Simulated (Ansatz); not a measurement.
# C2H2BFO2: one species, many methods

Aim: compute C2H2BFO2 with functionals from several rungs and with coupled cluster, and see how far each lands from CCSD(T) at the basis-set limit for the atomisation energy.

Method: functionals in def2-TZVPP, the program's frozen cores in correlated methods; program: Ansatz 0.2.0, Gaussian basis.

Levels to be run: LDA (SPW92), PBE-D4, revPBE-D4, BLYP-D4, r2SCAN-D4, B97M-V, PBE0-D4, B3LYP-D4, r2SCANh-D4, r2SCAN0-D4, HSE06-D4, BHLYP-D4, CAM-B3LYP-D4, LC-ωPBE, ωB97X-V, ωB97M-V, B2PLYP, PBE-QIDH; CCSD(T)/def2-SVP; CCSD(T)/def2-TZVPP; MP2/def2-QZVPP; extrapolation to the limit; RPA on PBE.

## Step 1: The geometry

The geometry comes from an earlier relaxation with PBE0-D4 in a triple-zeta def2 set; it is a stationary point, not always the lowest conformer.

SMILES `FB1OC=CO1`, 8 atoms, charge 0, spin multiplicity 1.

Atoms are counted from 1 here; the program's logs count them from 0.

Bond lengths: F1–B2 1.312 Å, B2–O3 1.374 Å, B2–O6 1.374 Å, O3–C4 1.377 Å, C4–C5 1.330 Å, C4–H7 1.077 Å, C5–O6 1.377 Å, C5–H8 1.077 Å. Angles: F1–B2–O3 124.2°, F1–B2–O6 124.2°, O3–B2–O6 111.6°, B2–O3–C4 104.2°, O3–C4–C5 110.0°, O3–C4–H7 118.2°, C5–C4–H7 131.8°, C4–C5–O6 110.0°, C4–C5–H8 131.8°, O6–C5–H8 118.2°, B2–O6–C5 104.2°.

Geometry (Å):

```mol
C2H2BFO2
  3D, bonds by distance, orders not assigned

  8  8  0  0  0  0  0  0  0  0999 V2000
    0.3332   -0.7447    2.4390 F   0  0
    0.1692   -0.3688    1.1923 B   0  0
    1.1783   -0.3191    0.2616 O   0  0
    0.5585    0.1225   -0.8856 C   0  0
   -0.7362    0.3235   -0.6547 C   0  0
   -1.0328    0.0240    0.6559 O   0  0
    1.1571    0.2438   -1.7722 H   0  0
   -1.5353    0.6618   -1.2920 H   0  0
  1  2  8  0
  2  3  8  0
  3  4  8  0
  4  5  8  0
  5  6  8  0
  4  7  8  0
  5  8  8  0
  2  6  8  0
M  END
```

## Step 2: LDA

This LDA is Slater exchange with PW92 correlation.

in.yaml reads:

```yaml
crystal:
  periodic: [false, false, false]
  atoms:
    - {symbol: F, position_ang: [0.333207, -0.744717, 2.439032]}
    - {symbol: B, position_ang: [0.169211, -0.368809, 1.192270]}
    - {symbol: O, position_ang: [1.178325, -0.319117, 0.261604]}
    - {symbol: C, position_ang: [0.558462, 0.122480, -0.885624]}
    - {symbol: C, position_ang: [-0.736211, 0.323525, -0.654735]}
    - {symbol: O, position_ang: [-1.032818, 0.024022, 0.655882]}
    - {symbol: H, position_ang: [1.157113, 0.243797, -1.772198]}
    - {symbol: H, position_ang: [-1.535289, 0.661817, -1.292029]}
basis:
  gaussian: {orbitals: def2-TZVPP}
hamiltonian: {xc: lda}
output: {orbitals: {seedname: orbitals}}
```

On the command line:

```console
> ansatz run in.yaml --threads 2 --pin off --events-out ev --progress --plain --max-ram 4352MiB
```

The runs that follow: PBE-D4 (GGA); revPBE-D4 (GGA); BLYP-D4 (GGA); r2SCAN-D4 (meta-GGA); B97M-V (meta-GGA); PBE0-D4 (hybrid); B3LYP-D4 (hybrid); r2SCANh-D4 (hybrid); r2SCAN0-D4 (hybrid); HSE06-D4 (hybrid); BHLYP-D4 (hybrid); CAM-B3LYP-D4 (range-separated); LC-ωPBE (range-separated); ωB97X-V (range-separated); ωB97M-V (range-separated); B2PLYP (double hybrid); PBE-QIDH (double hybrid); CCSD(T) in def2-SVP; CCSD(T) in def2-TZVPP; MP2 in def2-QZVPP; RPA on PBE orbitals.

**Question.** What will the summary of the whole plan be? Wanted: atomisation energy, CCSD(T)/CBS; farthest beyond LDA; mean size of error, GGA; mean size of error, meta-GGA; mean size of error, hybrid; mean size of error, range-separated; mean size of error, double hybrid; gap, smallest and largest; T1 diagnostic.

**Answer**, as computed:

| quantity | value |
| --- | --- |
| atomisation energy, CCSD(T)/CBS | 3922.3 kJ/mol |
| functionals within 19.6 kJ/mol (0.5 %) | B3LYP-D4, r2SCANh-D4, ωB97X-V, PBE-QIDH |
| farthest beyond LDA | BHLYP-D4 (-176.6 kJ/mol) |
| mean size of error, GGA | 77.1 kJ/mol |
| mean size of error, meta-GGA | 33.9 kJ/mol |
| mean size of error, hybrid | 55.6 kJ/mol |
| mean size of error, range-separated | 29.0 kJ/mol |
| mean size of error, double hybrid | 12.3 kJ/mol |
| gap, smallest and largest | 5.34 eV (BLYP-D4), 12.68 eV (LC-ωPBE) |
| T1 diagnostic | 0.0143 |
| triples share of the correlation energy | 3.9 % |

The LDA atomisation energy is off by 733.4 kJ/mol (19 %): it overbinds. PBE-D4 misses by +171.7 kJ/mol. Double hybrids carry the basis error of their MP2 part in triple zeta, and no dispersion term here, so their miss is partly the set-up's. By mean error the best rung here is double hybrid (12.3 kJ/mol) and the worst beyond LDA is GGA (77.1 kJ/mol). The reference freezes the cores and leaves out relativity and excitations past (T), so misses under about 19.6 kJ/mol can't be ranked. Hartree-Fock recovers 72 % of the binding; the rest is correlation. CCSD(T) in def2-SVP is off by -156.9 kJ/mol, so the small basis spoils what the method gains. Orbital gaps span 5.3 to 12.7 eV; exact exchange widens them.
